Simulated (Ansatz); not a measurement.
# NbB2P3: one candidate of a structure search, part 2 of 3

The task: take a trial cell of NbB2P3 to zero force and stress.

Ansatz 0.2.0; DFT PBE, scalar-relativistic, plane waves, PAW. Earlier steps stand in the parts before.

## 3. Coarse relaxation

File input.yaml:

```yaml
crystal:
  lattice:
    - [5.66661519, 0.0, 0.0]
    - [-2.8333076, 4.90743271, 0.0]
    - [0.0, 0.0, 3.08836739]
  atoms:
    - { symbol: Nb, position: [0.0, 0.0, 0.0] }
    - { symbol: B, position: [0.33333333, 0.66666667, 0.0] }
    - { symbol: B, position: [0.66666667, 0.33333333, 0.0] }
    - { symbol: P, position: [0.5, 0.0, 0.5] }
    - { symbol: P, position: [0.5, 0.5, 0.5] }
    - { symbol: P, position: [0.0, 0.5, 0.5] }
basis:
  ecutwfc: 420
kpoints:
  mp_grid: { grid: [6, 6, 6] }
hamiltonian:
  xc: pbe
scf:
  occupations: { method: gaussian, width: 0.1 }
  lower_state_search: "off"
output:
  forces: true
  stress: true
  eigenvalues: true
relax:
  adjacent_minimum: "off"
  f_tol: 0.04
  max_steps: 70
  cell: { stress_tol: 0.4 }
```

Command:

```
ansatz run input.yaml --threads 1 --pin off --max-ram 2048MiB --backend cpu --events-out ev --progress --plain --runs-dir out
```

Output:

```text
Warning: RAYON_NUM_THREADS=1 ignored (pool sized by the plan → 1); use --threads N
Engine: ansatz 0.2.0, x86_64-unknown-linux-gnu
Pseudopotentials: kind: paw
Pseudopotential: Nb, paw, valence charge 13, recommended cutoff 420 eV (normal), Nb.paw.azcp
Pseudopotential: B, paw, valence charge 3, recommended cutoff 420 eV (normal), B.paw.azcp
Pseudopotential: P, paw, valence charge 5, recommended cutoff 420 eV (normal), P.paw.azcp
Functional definition: PBE
  parameter kappa = 0.804
  parameter beta = 0.06672455060314922
  exchange = pbe_x(kappa = kappa, mu = beta*pi^2/3)
  correlation = pbe_c(beta = beta)
Crystal: 6 atoms, lattice volume = 85.883 Å³
Basis set: ecut = 420 eV, 1703 PW (Γ), exchange–correlation on 80×80×48 points (8 copies of the dense FFT grid, shifted against one another)
Bands: 23, of which v1, the nominal top of the filled ones, is band 17 counted from 1 (16 counted from 0)
Symmetry: 24 space group operations
Space group: P6/mmm (ITA 191), of the structure as read, at distance tolerance 4.4e-5 Å
k-points: 28 of 216
Non-local potential: Nb, projectors of the file, l = 0: 3, l = 1: 2, l = 2: 2, l = 3: 1
Non-local potential: B, projectors of the file, l = 0: 2, l = 1: 2, l = 2: 1
Non-local potential: P, projectors of the file, l = 0: 2, l = 1: 2, l = 2: 2
PAW form: soft (Blöchl's): semilocal exchange-correlation on the pseudo side does not see the compensation charge
PAW one-centre angular grid: Nb, 590 points (default); XC on 64 Gauss nodes
PAW one-centre angular grid: B, 110 points (default); XC on 64 Gauss nodes
PAW one-centre angular grid: P, 110 points (default); XC on 64 Gauss nodes
Initial density: superposition of atomic densities (neutral atoms: chi_scale 0, normalization atom), corrected by the library's trained network
Initial wavefunctions: pseudopotential atomic-orbital guess
Functional: x = pbe(κ = 0.804, μ = 0.2195149727645171), c = pbe(β = 0.06672455060314922)
SCF iter   1: F=—  HF=-7125.955747 eV  |F-HF|=—  |Δ(HF+E_count)|=         —  Δρ=5.73e-3  dr2=5.02e-2  ethr=1.77e-3  ⟨swp⟩=6.2  Hψ=3304  notcnv=0
preconditioner: auto → Kerker (q_TF=auto, 2.338 Å⁻¹)  [metal: Δε(μ)=0.030 eV  Ē_g=6.865 eV  σ=0.100 eV  W_gap=0.17  n_scr=14 (ndim 8)  ℏωp=20.4 eV  f_vac=0.000  D(μ)=3.42/eV (n_scr^D=32)]
SCF iter   2: F=—  HF=-7125.952217 eV  |F-HF|=—  |Δ(HF+E_count)|=   3.53e-3  Δρ=3.41e-3  dr2=1.85e-2  ethr=1.48e-4  ⟨swp⟩=1.1  Hψ=870  notcnv=0
SCF iter   3: F=—  HF=-7125.950957 eV  |F-HF|=—  |Δ(HF+E_count)|=   1.26e-3  Δρ=6.33e-4  dr2=9.02e-4  ethr=5.43e-5  ⟨swp⟩=1.8  Hψ=656  notcnv=0
SCF iter   4: F=—  HF=-7125.950911 eV  |F-HF|=—  |Δ(HF+E_count)|=   4.63e-5  Δρ=1.58e-4  dr2=2.78e-5  ethr=2.65e-6  ⟨swp⟩=1.6  Hψ=649  notcnv=0
SCF iter   5: F=—  HF=-7125.950913 eV  |F-HF|=—  |Δ(HF+E_count)|=   2.17e-6  Δρ=4.66e-5  dr2=1.97e-6  ethr=8.19e-8  ⟨swp⟩=2.5  Hψ=978  notcnv=0  defer=1
SCF iter   6: F=—  HF=-7125.950913 eV  |F-HF|=—  |Δ(HF+E_count)|=   1.43e-7  Δρ=7.83e-6  dr2=1.05e-7  ethr=5.79e-9  ⟨swp⟩=1.9  Hψ=842  notcnv=0  defer=1
SCF iter   7: F=-7125.950913 eV  HF=-7125.950913 eV  |F-HF|=1.69e-9  |Δ(HF+E_count)|=   4.24e-9  Δρ=1.49e-6  dr2=3.22e-9  ethr=2.94e-10  ⟨swp⟩=6.9  Hψ=2476  notcnv=0
SCF 1 converged in 7 iterations: F = -7125.950913 eV  dr2 = 3.22e-9
relax step   1: F+E_penalty+E_count = -7125.95091292 eV  Δ(F+E_penalty+E_count) = +0.000e0 eV  max|allowed force component| = 8.018e-17 eV/Å  Δτ_max = 0.0000 Å  P = -18.722 GPa  Ω = 85.883 Å³  (7 SCF iters, dr2 threshold 1.00e-7 eV, accepted)
Crystal: 6 atoms, lattice volume = 74.472 Å³
Basis set: ecut = 420 eV, 1455 PW (Γ), exchange–correlation on 80×80×48 points (8 copies of the dense FFT grid, shifted against one another)
Initial density: handed on by an earlier stage of this run
Initial wavefunctions: those handed on with the density
iter 1 solved again at ethr=1.33e-3 eV; its pass at ethr=3.10e-3 eV (dr2=4.52e-1 eV) is discarded
SCF iter   1: F=—  HF=-7126.962969 eV  |F-HF|=—  |Δ(HF+E_count)|=         —  Δρ=1.59e-2  dr2=4.54e-1  ethr=1.33e-3  ⟨swp⟩=1.0  Hψ=3799  notcnv=0
preconditioner: auto → Kerker (q_TF=auto, 2.394 Å⁻¹)  [metal: Δε(μ)=0.006 eV  Ē_g=7.760 eV  σ=0.100 eV  W_gap=0.03  n_scr=14 (ndim 8)  ℏωp=21.9 eV  f_vac=0.000  D(μ)=4.67/eV (n_scr^D=44)]
SCF iter   2: F=—  HF=-7126.905402 eV  |F-HF|=—  |Δ(HF+E_count)|=   5.76e-2  Δρ=8.23e-3  dr2=1.28e-1  ethr=1.33e-3  ⟨swp⟩=1.2  Hψ=651  notcnv=0
SCF iter   3: F=—  HF=-7126.884863 eV  |F-HF|=—  |Δ(HF+E_count)|=   2.05e-2  Δρ=7.48e-4  dr2=4.75e-4  ethr=3.76e-4  ⟨swp⟩=2.4  Hψ=920  notcnv=0
SCF iter   4: F=—  HF=-7126.884871 eV  |F-HF|=—  |Δ(HF+E_count)|=   8.04e-6  Δρ=1.58e-4  dr2=2.94e-5  ethr=1.40e-6  ⟨swp⟩=2.2  Hψ=1134  notcnv=0
SCF iter   5: F=—  HF=-7126.884870 eV  |F-HF|=—  |Δ(HF+E_count)|=   1.28e-6  Δρ=4.62e-5  dr2=2.23e-6  ethr=8.65e-8  ⟨swp⟩=1.5  Hψ=710  notcnv=0
SCF iter   6: F=-7126.884870 eV  HF=-7126.884870 eV  |F-HF|=8.26e-9  |Δ(HF+E_count)|=   1.66e-7  Δρ=5.64e-6  dr2=2.54e-8  ethr=1.76e-9  ⟨swp⟩=6.1  Hψ=2752  notcnv=0
SCF 2 converged in 6 iterations: F = -7126.884870 eV  dr2 = 2.54e-8
relax step   2: F+E_penalty+E_count = -7126.88486993 eV  Δ(F+E_penalty+E_count) = -9.340e-1 eV  max|allowed force component| = 1.696e-17 eV/Å  Δτ_max = 0.0000 Å  P = -5.914 GPa  Ω = 74.472 Å³  energy of the carried Pulay correction = +4.866e-3 eV  (6 SCF iters, dr2 threshold 6.00e-7 eV, accepted)
Crystal: 6 atoms, lattice volume = 68.905 Å³
Basis set: ecut = 420 eV, 1311 PW (Γ), exchange–correlation on 80×80×48 points (8 copies of the dense FFT grid, shifted against one another)
iter 1 solved again at ethr=2.40e-4 eV; its pass at ethr=3.10e-3 eV (dr2=8.15e-2 eV) is discarded
SCF iter   1: F=—  HF=-7126.934857 eV  |F-HF|=—  |Δ(HF+E_count)|=         —  Δρ=7.27e-3  dr2=8.18e-2  ethr=2.40e-4  ⟨swp⟩=1.0  Hψ=3793  notcnv=0
preconditioner: auto → none  [insulator: Δε(μ)=0.147 eV  Ē_g=8.225 eV  σ=0.100 eV  W_gap=0.57  n_scr=8 (ndim 8)  ℏωp=22.8 eV  f_vac=0.000  D(μ)=0.54/eV (n_scr^D=0)  ε∞_Penn≈8.7]
SCF iter   2: F=—  HF=-7126.921230 eV  |F-HF|=—  |Δ(HF+E_count)|=   1.36e-2  Δρ=2.64e-3  dr2=1.01e-2  ethr=2.40e-4  ⟨swp⟩=2.2  Hψ=893  notcnv=0
SCF iter   3: F=—  HF=-7126.919925 eV  |F-HF|=—  |Δ(HF+E_count)|=   1.31e-3  Δρ=5.75e-4  dr2=2.50e-4  ethr=2.98e-5  ⟨swp⟩=1.3  Hψ=651  notcnv=0
SCF iter   4: F=—  HF=-7126.919920 eV  |F-HF|=—  |Δ(HF+E_count)|=   5.18e-6  Δρ=1.31e-4  dr2=5.42e-6  ethr=7.34e-7  ⟨swp⟩=2.3  Hψ=935  notcnv=0
iter 5 did not close the SCF: its close was put off for the readings that it lacked (scf_convergence_deferred on its scf_iter line)
SCF iter   5: F=-7126.919923 eV  HF=-7126.919923 eV  |F-HF|=7.19e-9  |Δ(HF+E_count)|=   2.97e-6  Δρ=1.10e-5  dr2=4.37e-8  ethr=1.59e-8  ⟨swp⟩=2.4  Hψ=1116  notcnv=0
SCF iter   6: F=-7126.919923 eV  HF=-7126.919923 eV  |F-HF|=6.00e-11  |Δ(HF+E_count)|=   2.16e-8  Δρ=2.31e-6  dr2=2.07e-9  ethr=1.28e-10  ⟨swp⟩=2.3  Hψ=2135  notcnv=0
SCF 3 converged in 6 iterations: F = -7126.919923 eV  dr2 = 2.07e-9
relax step   3: F+E_penalty+E_count = -7126.91992253 eV  Δ(F+E_penalty+E_count) = -3.505e-2 eV  max|allowed force component| = 9.252e-17 eV/Å  Δτ_max = 0.0000 Å  P = +3.086 GPa  Ω = 68.905 Å³  energy of the carried Pulay correction = +7.502e-3 eV  (6 SCF iters, dr2 threshold 6.00e-7 eV, accepted)
Crystal: 6 atoms, lattice volume = 70.898 Å³
Basis set: ecut = 420 eV, 1347 PW (Γ), exchange–correlation on 80×80×48 points (8 copies of the dense FFT grid, shifted against one another)
iter 1 solved again at ethr=3.16e-5 eV; its pass at ethr=3.10e-3 eV (dr2=1.07e-2 eV) is discarded
SCF iter   1: F=—  HF=-7126.968334 eV  |F-HF|=—  |Δ(HF+E_count)|=         —  Δρ=2.88e-3  dr2=1.12e-2  ethr=3.16e-5  ⟨swp⟩=1.3  Hψ=3958  notcnv=0
preconditioner: auto → Kerker (q_TF=auto, 2.414 Å⁻¹)  [metal: Δε(μ)=0.098 eV  Ē_g=7.956 eV  σ=0.100 eV  W_gap=0.48  n_scr=14 (ndim 8)  ℏωp=22.5 eV  f_vac=0.000  D(μ)=2.36/eV (n_scr^D=14)]
SCF iter   2: F=—  HF=-7126.966945 eV  |F-HF|=—  |Δ(HF+E_count)|=   1.39e-3  Δρ=1.70e-3  dr2=4.04e-3  ethr=3.16e-5  ⟨swp⟩=1.0  Hψ=644  notcnv=0
SCF iter   3: F=—  HF=-7126.966142 eV  |F-HF|=—  |Δ(HF+E_count)|=   8.02e-4  Δρ=2.09e-4  dr2=2.67e-5  ethr=1.19e-5  ⟨swp⟩=1.9  Hψ=750  notcnv=0
SCF iter   4: F=—  HF=-7126.966135 eV  |F-HF|=—  |Δ(HF+E_count)|=   7.02e-6  Δρ=3.56e-5  dr2=5.42e-7  ethr=7.86e-8  ⟨swp⟩=2.1  Hψ=1048  notcnv=0
iter 5 did not close the SCF: its close was put off for the readings that it lacked (scf_convergence_deferred on its scf_iter line)
SCF iter   5: F=-7126.966136 eV  HF=-7126.966136 eV  |F-HF|=4.66e-9  |Δ(HF+E_count)|=   9.50e-8  Δρ=5.47e-6  dr2=2.01e-8  ethr=1.59e-9  ⟨swp⟩=2.3  Hψ=1075  notcnv=0
SCF iter   6: F=-7126.966136 eV  HF=-7126.966136 eV  |F-HF|=2.19e-10  |Δ(HF+E_count)|=   1.28e-9  Δρ=1.05e-6  dr2=7.84e-10  ethr=5.91e-11  ⟨swp⟩=1.8  Hψ=1801  notcnv=0
SCF 4 converged in 6 iterations: F = -7126.966136 eV  dr2 = 7.84e-10
relax step   4: F+E_penalty+E_count = -7126.96613554 eV  Δ(F+E_penalty+E_count) = -4.621e-2 eV  max|allowed force component| = 1.723e-16 eV/Å  Δτ_max = 0.0000 Å  P = +0.152 GPa  Ω = 70.898 Å³  energy of the carried Pulay correction = +6.537e-3 eV  (6 SCF iters, dr2 threshold 6.00e-7 eV, accepted)
Crystal: 6 atoms, lattice volume = 70.681 Å³
iter 1 solved again at ethr=6.60e-7 eV; its pass at ethr=3.10e-3 eV (dr2=2.24e-4 eV) is discarded
SCF iter   1: F=—  HF=-7126.971297 eV  |F-HF|=—  |Δ(HF+E_count)|=         —  Δρ=6.33e-4  dr2=2.79e-4  ethr=6.60e-7  ⟨swp⟩=3.0  Hψ=3705  notcnv=0
preconditioner: auto → none  [insulator: Δε(μ)=0.153 eV  Ē_g=7.994 eV  σ=0.100 eV  W_gap=0.60  n_scr=14 (ndim 8)  ℏωp=22.5 eV  f_vac=0.000  D(μ)=1.65/eV (n_scr^D=6)  ε∞_Penn≈8.9]
SCF iter   2: F=—  HF=-7126.971218 eV  |F-HF|=—  |Δ(HF+E_count)|=   7.87e-5  Δρ=2.48e-4  dr2=2.64e-5  ethr=6.60e-7  ⟨swp⟩=2.6  Hψ=1076  notcnv=0
SCF iter   3: F=—  HF=-7126.971215 eV  |F-HF|=—  |Δ(HF+E_count)|=   2.86e-6  Δρ=5.83e-5  dr2=1.04e-6  ethr=7.75e-8  ⟨swp⟩=1.9  Hψ=863  notcnv=0
iter 4 did not close the SCF: its close was put off for the readings that it lacked (scf_convergence_deferred on its scf_iter line)
SCF iter   4: F=-7126.971215 eV  HF=-7126.971215 eV  |F-HF|=3.18e-10  |Δ(HF+E_count)|=   1.94e-7  Δρ=6.42e-6  dr2=1.51e-8  ethr=3.07e-9  ⟨swp⟩=1.7  Hψ=877  notcnv=0
iter 5 did not close the SCF: its close was put off for the readings that it lacked (scf_convergence_deferred on its scf_iter line)
SCF iter   5: F=-7126.971215 eV  HF=-7126.971215 eV  |F-HF|=2.91e-10  |Δ(HF+E_count)|=   1.96e-9  Δρ=1.38e-6  dr2=8.37e-10  ethr=4.45e-11  ⟨swp⟩=2.0  Hψ=1061  notcnv=0
SCF iter   6: F=-7126.971215 eV  HF=-7126.971215 eV  |F-HF|=6.37e-12  |Δ(HF+E_count)|=  3.55e-11  Δρ=1.86e-7  dr2=1.87e-11  ethr=2.46e-12  ⟨swp⟩=1.0  Hψ=1787  notcnv=0
SCF 5 converged in 6 iterations: F = -7126.971215 eV  dr2 = 1.87e-11
relax step   5: F+E_penalty+E_count = -7126.97121524 eV  Δ(F+E_penalty+E_count) = -5.080e-3 eV  max|allowed force component| = 1.804e-16 eV/Å  Δτ_max = 0.0000 Å  P = +0.176 GPa  Ω = 70.681 Å³  energy of the carried Pulay correction = +6.641e-3 eV  (6 SCF iters, dr2 threshold 6.00e-7 eV, accepted)
Crystal: 6 atoms, lattice volume = 70.740 Å³
iter 1 solved again at ethr=1.88e-7 eV; its pass at ethr=3.10e-3 eV (dr2=6.38e-5 eV) is discarded
SCF iter   1: F=—  HF=-7126.971301 eV  |F-HF|=—  |Δ(HF+E_count)|=         —  Δρ=2.05e-4  dr2=6.60e-5  ethr=1.88e-7  ⟨swp⟩=2.0  Hψ=3458  notcnv=0
preconditioner: auto → none  [insulator: Δε(μ)=0.154 eV  Ē_g=7.990 eV  σ=0.100 eV  W_gap=0.58  n_scr=14 (ndim 8)  ℏωp=22.5 eV  f_vac=0.000  D(μ)=1.58/eV (n_scr^D=6)  ε∞_Penn≈8.9]
SCF iter   2: F=—  HF=-7126.971288 eV  |F-HF|=—  |Δ(HF+E_count)|=   1.28e-5  Δρ=6.86e-5  dr2=7.43e-6  ethr=1.88e-7  ⟨swp⟩=2.1  Hψ=917  notcnv=0
iter 3 did not close the SCF: its close was put off for the readings that it lacked (scf_convergence_deferred on its scf_iter line)
SCF iter   3: F=-7126.971287 eV  HF=-7126.971287 eV  |F-HF|=1.29e-7  |Δ(HF+E_count)|=   9.80e-7  Δρ=1.53e-5  dr2=2.01e-7  ethr=2.19e-8  ⟨swp⟩=1.2  Hψ=654  notcnv=0
iter 4 did not close the SCF: its close was put off for the readings that it lacked (scf_convergence_deferred on its scf_iter line)
SCF iter   4: F=-7126.971287 eV  HF=-7126.971287 eV  |F-HF|=7.93e-10  |Δ(HF+E_count)|=   1.11e-8  Δρ=3.46e-6  dr2=6.16e-9  ethr=5.91e-10  ⟨swp⟩=2.0  Hψ=846  notcnv=0
iter 5 did not close the SCF: its close was put off for the readings that it lacked (scf_convergence_deferred on its scf_iter line)
SCF iter   5: F=-7126.971287 eV  HF=-7126.971287 eV  |F-HF|=9.28e-11  |Δ(HF+E_count)|=   1.87e-9  Δρ=7.16e-7  dr2=1.67e-10  ethr=1.81e-11  ⟨swp⟩=2.6  Hψ=1077  notcnv=0
SCF iter   6: F=-7126.971287 eV  HF=-7126.971287 eV  |F-HF|=1.82e-12  |Δ(HF+E_count)|=  1.38e-10  Δρ=1.23e-7  dr2=3.42e-12  ethr=1.00e-12  ⟨swp⟩=1.0  Hψ=1534  notcnv=0
SCF 6 converged in 6 iterations: F = -7126.971287 eV  dr2 = 3.42e-12
relax step   6: F+E_penalty+E_count = -7126.97128730 eV  Δ(F+E_penalty+E_count) = -7.207e-5 eV  max|allowed force component| = 1.372e-16 eV/Å  Δτ_max = 0.0000 Å  P = -0.011 GPa  Ω = 70.740 Å³  energy of the carried Pulay correction = +6.613e-3 eV  (6 SCF iters, dr2 threshold 6.00e-7 eV, accepted)
Basis set: ecut = 420 eV, 1347 PW (Γ), exchange–correlation on 72×72×40 points (8 copies of the dense FFT grid, shifted against one another)
Initial wavefunctions: pseudopotential atomic-orbital guess (no wavefunctions were taken with the density)
iter 1 solved again at ethr=1.32e-6 eV; its pass at ethr=3.10e-3 eV (dr2=4.49e-4 eV) is discarded
SCF iter   1: F=—  HF=-7126.967949 eV  |F-HF|=—  |Δ(HF+E_count)|=         —  Δρ=1.98e-4  dr2=3.05e-6  ethr=1.32e-6  ⟨swp⟩=2.5  Hψ=4621  notcnv=0
preconditioner: auto → none  [insulator: Δε(μ)=0.154 eV  Ē_g=7.991 eV  σ=0.100 eV  W_gap=0.58  n_scr=14 (ndim 8)  ℏωp=22.5 eV  f_vac=0.000  D(μ)=1.58/eV (n_scr^D=6)  ε∞_Penn≈8.9]
SCF iter   2: F=—  HF=-7126.967982 eV  |F-HF|=—  |Δ(HF+E_count)|=   3.34e-5  Δρ=9.97e-5  dr2=7.06e-7  ethr=8.99e-9  ⟨swp⟩=2.6  Hψ=1088  notcnv=0
SCF iter   3: F=—  HF=-7126.967986 eV  |F-HF|=—  |Δ(HF+E_count)|=   3.73e-6  Δρ=9.69e-6  dr2=1.45e-8  ethr=2.08e-9  ⟨swp⟩=2.2  Hψ=1037  notcnv=0
iter 4 did not close the SCF: its close was put off for the readings that it lacked (scf_convergence_deferred on its scf_iter line)
SCF iter   4: F=-7126.967986 eV  HF=-7126.967986 eV  |F-HF|=6.73e-11  |Δ(HF+E_count)|=   3.24e-8  Δρ=1.19e-6  dr2=6.05e-10  ethr=4.26e-11  ⟨swp⟩=2.0  Hψ=1004  notcnv=0
iter 5 did not close the SCF: its close was put off for the readings that it lacked (scf_convergence_deferred on its scf_iter line)
SCF iter   5: F=-7126.967986 eV  HF=-7126.967986 eV  |F-HF|=8.19e-12  |Δ(HF+E_count)|=  1.77e-10  Δρ=2.66e-7  dr2=1.42e-11  ethr=1.78e-12  ⟨swp⟩=2.0  Hψ=980  notcnv=0
SCF iter   6: F=-7126.967986 eV  HF=-7126.967986 eV  |F-HF|=1.82e-12  |Δ(HF+E_count)|=  1.00e-11  Δρ=4.23e-8  dr2=8.58e-13  ethr=1.00e-12  ⟨swp⟩=1.2  Hψ=1422  notcnv=0
SCF 7 converged in 6 iterations: F = -7126.967986 eV  dr2 = 8.58e-13
relax step   7: F+E_penalty+E_count = -7126.96798614 eV  Δ(F+E_penalty+E_count) = +3.301e-3 eV  max|allowed force component| = 1.480e-16 eV/Å  Δτ_max = 0.0000 Å  P = -0.069 GPa  Ω = 70.740 Å³  stress off target by 7.94e-2 GPa  SCF on the basis re-selected at this cell (its energy is not comparable with the rows above)  (6 SCF iters)
basis re-selected at this cell: Δ(F+E_penalty+E_count) = +3.301e-3 eV, ΔP = -0.058 GPa vs the last step (what re-selecting the basis moved, of the pressure what is left beyond the Pulay correction that the steps carried, after the strain that the cell walked since its last selection, with what the two solves' SCF thresholds leave and, on support functions, any second-order correction that the steps lacked; it is no measure of the basis error at this ecutwfc). The dense FFT grid was sized anew with the basis: this SCF ran on 36×36×20 points, the steps before it on 40×40×24, so part of this shift can come from that change (see relax.cell in the input reference). This SCF's stress stands 7.94e-2 GPa from its target on what of the cell is left free (relax.cell.stress_tol is 4.00e-1 GPa) and its largest allowed force component is 1.48e-16 eV/Å (relax.f_tol is 4.00e-2 eV/Å): within both
SCF converged after 6 iterations
Free energy (F): -7126.967986 eV
Harris-Foulkes:  -7126.967986 eV  (|F-HF|=1.82e-12)
Internal energy: -7126.960084 eV  (E = F + TS)
E sigma→0 (E₀):  -7126.964035 eV
Entropy (-TS):   -0.007902 eV (-1.317 meV/atom)
Fermi energy:    14.329081 eV
--- Per-component energies (eV) ---
  E_band       = 16.763943
  E_kinetic    = 707.737960
  E_local      = -936.695775  (includes V_loc(G=0)·N_el)
  E_nonlocal   = 243.505695
  E_hartree    = 306.191403
  E_xc         = -427.084067
  E_vxc        = -475.752730  (∫ρ·V_xc dr)
  E_paw        = -4937.844117  (= ΣΔE_a)
  E_vpaw       = -134.414029  (= ΣTr[D̂ρ^β])
  E_aug_tail   = 0.000012  (compensation charges beyond the density's cutoff)
  E_ewald      = -2082.771196
  E_smearing   = -0.007902  (= −TS)
  E_closure    = 0.000000  (closes the sum)
  Σ components = -7126.967986   (vs F -7126.967986, Δ=0.00e0)
--- Forces (eV/Å), atoms counted from 1 ---
  atom   1  Nb     0.00000000     0.00000000     0.00000000
  atom   2  B     -0.00000000    -0.00000000     0.00000000
  atom   3  B      0.00000000     0.00000000    -0.00000000
  atom   4  P      0.00000000     0.00000000     0.00000000
  atom   5  P     -0.00000000    -0.00000000     0.00000000
  atom   6  P     -0.00000000    -0.00000000     0.00000000
  max |Σ_I F_I| component: 9.47e-30 eV/Å
--- Stress (GPa, compression-positive) ---
       -0.064169      -0.000000      -0.000000
       -0.000000      -0.064169       0.000000
       -0.000000       0.000000      -0.079432
  P = ⅓ Tr σ = -0.0693 GPa (-0.693 kbar)
--- Band table (eV; the first three rows and the last of 28) ---
  k-point 0: bands = ["-41.6145", "-17.7484", "-17.7484", "-17.1364", "-2.7708", "2.4052", "2.4052", "2.5652", "7.1846", "7.1846", "10.3963", "10.6241", "13.9958", "14.1064", "14.5805", "14.5805", "15.3323", "15.3323", "15.4417", "15.4417", "16.1517", "16.3570", "16.3570"]
  k-point 1: bands = ["-41.5972", "-17.7284", "-17.7284", "-17.3095", "-2.3699", "2.8450", "2.8450", "2.8934", "7.4292", "7.4292", "7.7747", "11.7129", "12.1710", "13.0314", "13.0314", "13.9925", "13.9925", "14.5557", "14.9503", "14.9503", "16.6847", "16.6847", "16.8147"]
  k-point 2: bands = ["-41.5624", "-17.6880", "-17.6880", "-17.6436", "-1.2457", "3.7888", "4.1434", "4.1434", "4.5102", "7.9887", "7.9887", "9.4148", "9.4517", "9.4517", "12.9379", "12.9379", "13.6862", "15.2653", "15.2653", "15.6295", "17.0032", "17.0032", "17.5413"]
  k-point 27: bands = ["-41.5448", "-17.8040", "-17.6696", "-17.6696", "1.1300", "1.1300", "4.1368", "4.1368", "5.0854", "6.7063", "9.0475", "9.0475", "11.3393", "11.3393", "11.8113", "13.6348", "13.6348", "14.4640", "14.6318", "14.6318", "14.7443", "15.0432", "15.3171"]
--- Relaxed structure (6 steps of the walk, 6 accepted, 1 SCFs on fresh bases) ---
  F+E_penalty+E_count = -7126.96798614 eV   max|allowed force component| = 1.480e-16 eV/Å   (the final SCF, on the basis selected at the relaxed cell)
  cell:  # Å, volume = 70.7399 Å³
    - [5.259924601086221, 2.6795704414630037e-9, -3.3496593975063517e-34]
    - [-2.6299623028636865, 4.555228325191612, -1.1814313516441792e-34]
    - [2.6962723728491533e-34, -4.493787288081921e-35, 2.952397958076913]
  atoms:
    - { symbol: Nb, position: [-6.241803500277966e-35, -3.420324929161389e-35, 2.8776900867797768e-34] }
    - { symbol: B, position: [0.33333333333333337, 0.6666666666666667, 1.2667033113364705e-34] }
    - { symbol: B, position: [0.6666666666666669, 0.3333333333333334, 1.006866734652066e-34] }
    - { symbol: P, position: [0.5000000000000001, 5.16987882894968e-26, 0.5000000000000001] }
    - { symbol: P, position: [0.5000000000000001, 0.5000000000000001, 0.5000000000000001] }
    - { symbol: P, position: [-2.316405297215164e-35, 0.5000000000000001, 0.5000000000000001] }
```

Run time: 20 s. Hardware: 1 thread of Intel Xeon Platinum 8375C at 2.90GHz (Ice Lake), shared host; peak memory 0.45 GiB.

Step by step:

```
step  E - E(step 1) (eV/cell)  largest force component (eV/Å)  pressure (GPa)  volume (Å³)
   1                   0.0000                          0.0000          -18.72        85.88
   2                  -0.9340                          0.0000           -5.91        74.47
   3                  -0.9690                          0.0000            3.09        68.91
   4                  -1.0152                          0.0000            0.15        70.90
   5                  -1.0203                          0.0000            0.18        70.68
   6                  -1.0204                          0.0000           -0.01        70.74
   7                  -1.0171                          0.0000           -0.07        70.74
```

Step 1 is the start. Step 7 repeats the geometry before it on a plane-wave basis chosen anew for that cell, so its energy need not be comparable with the rows above.

|  | before | after | change |
| --- | --- | --- | --- |
| a (Å) | 5.667 | 5.260 | -7.2 % |
| b (Å) | 5.667 | 5.260 | -7.2 % |
| c (Å) | 3.088 | 2.952 | -4.4 % |
| volume (Å³/atom) | 14.31 | 11.79 | -17.6 % |
| shortest distance (Å) | 2.250 | 2.118 | -5.9 % |
| space group (0.01 Å) | P6/mmm | P6/mmm | same |

Forces and stress were held to the start's 24 operations: a distortion of lower symmetry was not tested.

(Continued in part 3 of 3.)
